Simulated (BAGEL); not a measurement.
# A workflow on C2HBF2 (SMILES C#CB(F)F)

We compute the energy (HF/def2-SVP), then the energy (NEVPT2(2,2)/def2-SVP), then a single-point energy (CASPT2(2,2)/def2-SVP) of C2HBF2. 

The calculation is run with BAGEL 1.2.2.

1 further run of the same task is left out (set aside as unsound or not needed).

**1. The structure to begin with**

The species is C2HBF2 (6 atoms), meant as a singlet with charge 0. As SMILES, `C#CB(F)F`. One bond was lengthened or shortened from a relaxed shape.

Bond lengths: C1–C2 1.203 Å, C2–B3 1.521 Å, B3–F4 1.513 Å, B3–F5 1.316 Å, C1–H6 1.066 Å. Angles: C1–C2–B3 180.0°, C2–B3–F4 121.1°, C2–B3–F5 121.1°, F4–B3–F5 117.8°, C2–C1–H6 180.0°.

**2. A single-point energy at HF/def2-SVP (density fitting with svp-jkfit) (run 1)**

hf.json reads:

```json
{ "bagel": [

{
  "title": "molecule",
  "basis": "svp",
  "df_basis": "svp-jkfit",
  "angstrom": false,
  "geometry": [
    { "atom": "C", "xyz": [    -1.53715236,     1.09296279,     2.62040196 ] },
    { "atom": "C", "xyz": [    -0.28029552,     0.44176317,     0.84084687 ] },
    { "atom": "B", "xyz": [     1.30820826,    -0.38102359,    -1.40811619 ] },
    { "atom": "F", "xyz": [     0.29026193,    -2.22893196,    -3.33839017 ] },
    { "atom": "F", "xyz": [     3.61310722,     0.48995118,    -1.74014107 ] },
    { "atom": "H", "xyz": [    -2.65076797,     1.66970720,     4.19737841 ] }
  ]
},

{ "title": "hf" },

{ "title": "print", "file": "orbitals.molden", "orbitals": true }

]}
```

Started as:

```sh
$ BAGEL_NUM_THREADS=1 BAGEL hf.json > hf.out
```

Output:

```text
* using 1 threads per process

  ===============================================================
  ===============================================================

  *** Geometry ***

  { "atom" : "C", "xyz" : [     -1.537152,      1.092963,      2.620402 ] },
  { "atom" : "C", "xyz" : [     -0.280296,      0.441763,      0.840847 ] },
  { "atom" : "B", "xyz" : [      1.308208,     -0.381024,     -1.408116 ] },
  { "atom" : "F", "xyz" : [      0.290262,     -2.228932,     -3.338390 ] },
  { "atom" : "F", "xyz" : [      3.613107,      0.489951,     -1.740141 ] },
  { "atom" : "H", "xyz" : [     -2.650768,      1.669707,      4.197378 ] },

  Number of auxiliary basis functions:      397

  Since a DF basis is specified, we compute 2- and 3-index integrals:
    o Being stored without compression. Storage requirement is 0.018 GB

  Number of basis functions:       75
  Number of electrons      :       36

    * METHOD: MOLECULE                             0.11

  *** RHF ***

  === Nuclear Repulsion ===
   128.7189963769

      * DIIS with orbital gradients will be used.

  === RHF iteration (svp) ===
      0       -299.47271906          0.02209907           0.03
      1       -299.62173643          0.01369450           0.03
      2       -299.68961439          0.00175348           0.03
[... 16 lines of this table left out ...]
     19       -299.69121006          0.00000000           0.03
    * SCF iteration converged.

    * Permanent dipole moment:
           (    0.394522,    -0.526570,    -1.015910) a.u.

    * METHOD: HF                                   0.62

    * METHOD: PRINT                                0.01

  ===============================================================
```

Run time: 0.9 s. Hardware: 1 thread of Arm Neoverse V2, shared host; peak memory 0.15 GiB.

**3. The energy at NEVPT2(2,2)/def2-SVP (density fitting with svp-jkfit) (run 2)**

calc.json reads:

```json
{ "bagel": [

{
  "title": "molecule",
  "basis": "svp",
  "df_basis": "svp-jkfit",
  "angstrom": false,
  "geometry": [
    { "atom": "C", "xyz": [    -1.53715236,     1.09296279,     2.62040196 ] },
    { "atom": "C", "xyz": [    -0.28029552,     0.44176317,     0.84084687 ] },
    { "atom": "B", "xyz": [     1.30820826,    -0.38102359,    -1.40811619 ] },
    { "atom": "F", "xyz": [     0.29026193,    -2.22893196,    -3.33839017 ] },
    { "atom": "F", "xyz": [     3.61310722,     0.48995118,    -1.74014107 ] },
    { "atom": "H", "xyz": [    -2.65076797,     1.66970720,     4.19737841 ] }
  ]
},

{
  "title": "hf"
},

{
  "title": "casscf",
  "nstate": 1,
  "nact": 2,
  "nclosed": 17,
  "nspin": 0,
  "active": [7, 29],
  "maxiter": 200,
  "natocc": true
},

{
  "title": "nevpt2",
  "nstate": 1,
  "nact": 2,
  "nclosed": 17,
  "nspin": 0,
  "active": [7, 29],
  "maxiter": 200,
  "natocc": true,
  "ncore": 5
},

{
  "title": "print",
  "file": "orbitals.molden",
  "orbitals": true
}

]}
```

Started as:

```sh
$ BAGEL_NUM_THREADS=1 BAGEL calc.json > calc.out
```

Output:

```text
* using 1 threads per process

  ===============================================================
  ===============================================================

  *** Geometry ***

[... 30 lines left out ...]
    * SCF iteration converged.
[... 1 line left out ...]
    * Permanent dipole moment:
[... 27 lines left out ...]
    * Second-order optimization converged. *
[... 9 lines left out ...]
     * ci vector, state   0, <S^2> = 0.0000
[... 3 lines left out ...]
    * METHOD: CASSCF                               2.65

    * freezing 5 orbitals

  === DF-NEVPT2 calculation ===

    * 3-index integral transformation done
    * assembly done

      NEVPT2 correlation energy:   -0.6693847938      0.13

          (+0)     -0.5660350021
          (+0)'    -0.0510554682
          (+1)     -0.0109868848
          (+1)'    -0.0000000000
          (+2)     -0.0005481864
          (-1)     -0.0356017427
          (-1)'     0.0000000000
          (-2)     -0.0051575095

      NEVPT2 total energy:       -300.3825115880

    * METHOD: NEVPT2                               0.18

    * METHOD: PRINT                                0.01

  ===============================================================
```

Wall time 3.9 s (1 thread of Arm Neoverse V2, shared host); peak memory 0.15 GiB.

**4. A single-point energy at CASPT2(2,2)/def2-SVP (density fitting with svp-jkfit) (run 3)**

input.json reads:

```json
{ "bagel": [

{
  "title": "molecule",
  "basis": "svp",
  "df_basis": "svp-jkfit",
  "angstrom": false,
  "geometry": [
    { "atom": "C", "xyz": [ -1.53715236,  1.09296279,  2.62040196 ] },
    { "atom": "C", "xyz": [ -0.28029552,  0.44176317,  0.84084687 ] },
    { "atom": "B", "xyz": [  1.30820826, -0.38102359, -1.40811619 ] },
    { "atom": "F", "xyz": [  0.29026193, -2.22893196, -3.33839017 ] },
    { "atom": "F", "xyz": [  3.61310722,  0.48995118, -1.74014107 ] },
    { "atom": "H", "xyz": [ -2.65076797,  1.66970720,  4.19737841 ] }
  ]
},
{ "title": "hf" },
{ "title": "casscf", "nstate": 1, "nact": 2, "nclosed": 17, "active": [7, 29], "maxiter": 200, "natocc": true },
{ "title": "print", "file": "orbitals.molden", "orbitals": true },
{ "title": "smith", "method": "caspt2", "ms": true, "xms": true, "sssr": true, "shift": 0.2, "shift_imag": true, "ncore": 5 }

]}
```

Started as:

```sh
$ BAGEL_NUM_THREADS=1 BAGEL input.json > input.out
```

Output:

```text
* using 1 threads per process

  ===============================================================
  ===============================================================

  *** Geometry ***

[... 32 lines left out ...]
    * Permanent dipole moment:
[... 37 lines left out ...]
     * ci vector, state   0, <S^2> = 0.0000
[... 21 lines left out ...]
       #      aibj      arbs      arbi      airj      risj      airs      arst      rist         Etot      error   time
[... 10 lines left out ...]
      ------------------------------------------------------------------------------------------------------------------

    * CASPT2 energy : state  0     -300.3838819475
        w/o shift correction       -300.3808415467
        reference weight              0.8366919495

    * METHOD: SMITH                                0.55

  ===============================================================
```

Run time: 4.2 s. Hardware: 1 thread of Arm Neoverse V2, shared host; peak memory 0.18 GiB.

**5. Summary of results**

| quantity | value |
| --- | --- |
| run 1, HF/def2-SVP: total energy | -299.69121 Eh |
| run 1, HF/def2-SVP: dipole moment | 3.08 D |
| run 1, HF/def2-SVP: HOMO energy | -12.05 eV |
| run 1, HF/def2-SVP: LUMO energy | 1.87 eV |
| run 1, HF/def2-SVP: HOMO–LUMO gap | 13.92 eV |
| run 2, NEVPT2(2,2)/def2-SVP: total energy | -300.38251 Eh |
| run 3, CASPT2(2,2)/def2-SVP: total energy | -300.38388 Eh |
